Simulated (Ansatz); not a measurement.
# AlPd2: the cost of one run

Program: Ansatz 0.2.0. Level of theory: reference: DFT r2SCAN, plane waves, PAW, scalar-relativistic, no spin polarisation. These are calculated values, not measurements.

### 1 The structure to begin with

Symmetry: Pn-3m, No. 224, cubic system. The conventional cell has a = 4.611 Å, b = 4.611 Å, c = 4.611 Å, α = 90.00°, β = 90.00°, γ = 90.00°. Al (site symmetry -43m) has 4 Pd at 2.00 Å as nearest neighbours. Pd (site symmetry -3m) has 2 Al at 2.00 Å as nearest neighbours.

Coordinates:

```
Al Pd
1.0
     4.61088    0.00000    0.00000
     0.00000    4.61088    0.00000
     0.00000    0.00000    4.61088
Al Pd
2 4
Direct
  0.00000 0.00000 0.00000
  0.50000 0.50000 0.50000
  0.25000 0.25000 0.25000
  0.25000 0.75000 0.75000
  0.75000 0.75000 0.25000
  0.75000 0.25000 0.75000
```

### 2 Reference

input.yaml

```yaml
crystal:
  lattice:
    - [4.610881, 0.0, 0.0]
    - [0.0, 4.610881, 0.0]
    - [0.0, 0.0, 4.610881]
  atoms:
    - { symbol: Al, position: [0.0, 0.0, 0.0] }
    - { symbol: Al, position: [0.5, 0.5, 0.5] }
    - { symbol: Pd, position: [0.25, 0.25, 0.25] }
    - { symbol: Pd, position: [0.25, 0.75, 0.75] }
    - { symbol: Pd, position: [0.75, 0.75, 0.25] }
    - { symbol: Pd, position: [0.75, 0.25, 0.75] }
  symmetry: { tolerance: 0.0003 }
kpoints:
  mp_grid: { grid: [4, 4, 4], shift: [0, 0, 0] }
magnetization:
  spin_polarized: false
scf:
  occupations: { method: fermi_dirac }
hamiltonian:
  pseudopotentials: { kind: paw }
  xc: r2scan
basis:
  ecutwfc: 500
output:
  forces: true
  stress: true
  eigenvalues: true
  write_density: true
  write_potential: true
  elf: true
  volumetric_format: npy
relax:
  max_steps: 40
  cell: {}
```

On the command line:

```sh
> ansatz run input.yaml --threads 1 --pin off --max-ram 2560MiB --backend cpu --events-out ev --progress --plain --runs-dir out
```

**Question.** How long does this run take on 1 thread of Arm Neoverse V1, shared host, and how much memory does it need?

About 77 s, with a peak of 0.67 GiB.
